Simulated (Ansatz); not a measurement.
**EuAgSb (P6_3/mmc): equation of state with a fit from a Python script**

Where is the equilibrium volume of EuAgSb (P6_3/mmc), and how stiff is it? Aim: an equation of state with a fit, for EuAgSb (P6_3/mmc), run from a script.

Program: Ansatz 0.2.0, driven from Python. Level of theory: DFT r2SCAN, plane waves, PAW. These are calculated values, not measurements.

## Step 1: Starting point

Symmetry: P6_3/mmc, No. 194, hexagonal system. The conventional cell has a = 4.755 Å, b = 4.755 Å, c = 8.283 Å, α = 90.00°, β = 90.00°, γ = 120.00°. Eu (site symmetry -3m) is surrounded by 6 Ag at 3.44 Å and 6 Sb at 3.44 Å. Around Ag (site symmetry -6m2) lie 3 Sb at 2.75 Å and 6 Eu at 3.44 Å. Sb (site symmetry -6m2) is surrounded by 3 Ag at 2.75 Å and 6 Eu at 3.44 Å.

No structure file is read: the coordinates are typed or built in the script.

## Step 2: The code

Input file eos_euagsb.py:

```python
import ansatz as az
import numpy as np
from scipy.optimize import curve_fit

FUNCTIONAL = 'r2scan'
FILLING = 'fermi_dirac'
SIGMA = 0.1
ECUT = 600
KGRID = (7, 7, 4)

VECTORS = np.array([
    [4.755, 0.0, 0.0],
    [-2.3775, 4.117951, 0.0],
    [0.0, 0.0, 8.283],
])
SITES = [
    ('Eu', [0.0, 0.0, 0.0], 9.1),
    ('Eu', [0.0, 0.0, 0.5], 9.1),
    ('Ag', [1 / 3, 2 / 3, 0.75], 0.0),
    ('Ag', [2 / 3, 1 / 3, 0.25], 0.0),
    ('Sb', [1 / 3, 2 / 3, 0.25], 0.0),
    ('Sb', [2 / 3, 1 / 3, 0.75], 0.0),
]


def on_lattice(cell):
    crystal = az.Crystal(lattice=az.Lattice.of(cell))
    for symbol, position, moment in SITES:
        crystal = crystal.atom(symbol, position, moment=moment or None)
    return crystal

def vinet(v, e0, v0, b0, b1):
    eta = (v / v0) ** (1 / 3)
    return e0 + 2 * b0 * v0 / (b1 - 1) ** 2 * (2 - (5 + 3 * b1 * (eta - 1) - 3 * eta) * np.exp(-1.5 * (b1 - 1) * (eta - 1)))

volumes, energies, pressures = [], [], []
for scale in np.linspace(0.92, 1.08, 7):
    cell = VECTORS * scale ** (1 / 3)
    setup = (
        on_lattice(cell).calculation()
        .functional(FUNCTIONAL)
        .occupations(FILLING, width=SIGMA)
        .spin('collinear')
        .basis(ECUT)
        .kpoints(*KGRID)
        .stress()
    )
    r = setup.run(threads=1).report
    volumes.append(abs(np.linalg.det(cell)) / len(SITES))
    energies.append(r['free_energy_ev'] / len(SITES))
    pressures.append(np.trace(r['stress_gpa']) / 3)
    print(f'V = {volumes[-1]:8.4f} A^3/atom  F = {energies[-1]:.5f} eV/atom  P = {pressures[-1]:8.3f} GPa')

guess = (min(energies), volumes[int(np.argmin(energies))], 0.5, 4.5)
(e0, v0, b0, b1), _ = curve_fit(vinet, np.array(volumes), np.array(energies), p0=guess, maxfev=20000)
print(f'Vinet fit: V0 = {v0:.4f} A^3/atom, B0 = {160.21766 * b0:.1f} GPa, B1 = {b1:.2f}')
print('largest residual', round(1000 * float(np.abs(vinet(np.array(volumes), e0, v0, b0, b1) - energies).max()), 3), 'meV/atom')
```

## Step 3: The input behind the calls

The package turns the script's settings into the engine's input (first run):

```yaml
crystal:
  lattice:
    - [4.62465986867066, 0.0, 0.0]
    - [-2.31232993433533, 4.005073129516764, 0.0]
    - [0.0, 0.0, 8.055953247570784]
  atoms:
    - { symbol: Eu, position: [0.0, 0.0, 0.0], spin: 9.1 }
    - { symbol: Eu, position: [0.0, 0.0, 0.5], spin: 9.1 }
    - { symbol: Ag, position: [0.3333333333333333, 0.6666666666666666, 0.75] }
    - { symbol: Ag, position: [0.6666666666666666, 0.3333333333333333, 0.25] }
    - { symbol: Sb, position: [0.3333333333333333, 0.6666666666666666, 0.25] }
    - { symbol: Sb, position: [0.6666666666666666, 0.3333333333333333, 0.75] }
basis:
  ecutwfc: 600.0
kpoints:
  mp_grid:
    grid: [7, 7, 4]
hamiltonian:
  xc: r2scan
magnetization:
  spin_polarized: true
scf:
  occupations:
    method: fermi_dirac
    width: 0.1
output:
  stress: true
```

## Step 4: The run

Command:

```console
python eos_euagsb.py
```

**Question.** Where does the minimum lie against the volume typed, and how stiff is the crystal?

As calculated:

| quantity | value |
| --- | --- |
| runs compared | 7 |
| range of energy | 36.17 meV/atom |
| lowest point, volume (Å³/atom) | 27.031 |
| equilibrium volume (fit) | 27.08 Å³/atom |
| bulk modulus (fit) | 55 GPa |

What this shows: A third-order Birch-Murnaghan fit through the 7 points has its minimum at 27.08 Å³ an atom, 0.2 % above the typed cell, with a bulk modulus of 55 GPa and dB/dP = 4.7. From that minimum the energy rises by 36.2 meV an atom on the compressed side and 24.3 meV on the expanded side. Caveats:
- Open f shells: without a Hubbard U, without spin-orbit coupling; the state reached hangs on the start and needn't be the lowest.
- Shape and fractional positions are held along the curve, so the bulk modulus is an upper value where they are free to relax.
- Pressure is positive in compression.
- r2SCAN tends to overestimate the moments of itinerant magnets.
